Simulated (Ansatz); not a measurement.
PPt, space group P6_3mc: an equation of state with a fit, run with Ansatz's Python interface.

`eos_ppt.py`:
```python
# -*- coding: utf-8 -*-
import warnings

import ansatz as az
import numpy as np

vectors0 = np.array([
    [3.743028, 0.0, 0.0],
    [-1.871514, 3.241557, 0.0],
    [0.0, 0.0, 6.353743],
])
sites = [
    ("P", (2 / 3, 1 / 3, 0.503103)),
    ("P", (1 / 3, 2 / 3, 0.003103)),
    ("Pt", (2 / 3, 1 / 3, 0.871899)),
    ("Pt", (1 / 3, 2 / 3, 0.371899)),
]


def crystal_on(cell):
    crystal = az.Crystal(lattice=az.Lattice.of(cell))
    for symbol, position in sites:
        crystal = crystal.atom(symbol, position)
    return crystal


def main():
    warnings.simplefilter("ignore", az.DeckWarning)

    volumes, energies = [], []
    for scale in np.linspace(0.92, 1.08, 7):
        cell = vectors0 * scale ** (1 / 3)
        job = (
            crystal_on(cell).calculation()
            .pseudopotentials("paw")
            .functional("pbe")
            .occupations("Fermi-Dirac", width=0.15)
            .basis(500)
            .kpoints(7, 7, 4)
        )
        report = job.run(threads=1).report
        volumes.append(abs(np.linalg.det(cell)) / len(sites))
        energies.append(report["free_energy_ev"] / len(sites))
        print(f"V = {volumes[-1]:8.4f} A^3/atom  F = {energies[-1]:.5f} eV/atom")

    x = np.array(volumes) ** (-2 / 3)
    poly = np.polynomial.Polynomial.fit(x, energies, 3).convert()
    roots = poly.deriv().roots()
    x0 = min((r.real for r in roots if abs(r.imag) < 1e-9 and poly.deriv(2)(r.real) > 0), key=lambda r: abs(r - x.mean()))
    v0 = x0 ** -1.5
    b0 = 4 / 9 * poly.deriv(2)(x0) * v0 ** (-7 / 3) * 160.21766
    b1 = 4 + 2 / 3 * x0 * poly.deriv(3)(x0) / poly.deriv(2)(x0)
    print(f"V0 = {v0:.4f} A^3/atom, B0 = {b0:.1f} GPa, dB/dP = {b1:.2f}")


if __name__ == "__main__":
    main()
```

Its results, one of them left out:

| V (Å³/atom) | F less the lowest row shown (meV/atom) |
| --- | --- |
| 17.731 | 66.99 |
| 18.245 | 29.50 |
| 18.759 | 7.94 |
| 19.273 | 0.00 |
| 19.787 | 3.71 |
| 20.301 | 17.37 |
| 20.815 | ? |

What is the missing energy at 20.815 Å³ an atom?

A third-order Birch-Murnaghan fit, E = E0 + (9 V0 B0 / 16) [(t - 1)³ B' + (t - 1)² (6 - 4t)] with t = (V0/V)^(2/3), through the 6 rows shown gives V0 = 19.354 Å³, B0 = 133.1 GPa, B' = 4.90 and E0 = -0.14 meV. At V = 20.815 Å³, t = 0.95265, and the fit extrapolates to 39.55 meV. The run gave 39.51 meV, a miss of 0.04 meV.

Reading the output:
- Spin is left out of this run.
- Shape and fractional positions are held along the curve, so the bulk modulus is an upper value where they are free to relax, by a factor of two or more in layered or hydrogen-bonded cells.
- The mesh is modest for a metal, so energies can be off by several to tens of meV an atom and pressures by half a GPa or more; differences at equal mesh fare better.
- Spin-orbit coupling, which matters for elements this heavy, is left out.
- This cell is a computed structure, which may not be the phase found in nature.
- It ran for 32 s on 1 thread of Arm Neoverse V1, on a shared host, peak memory 0.4 GiB.
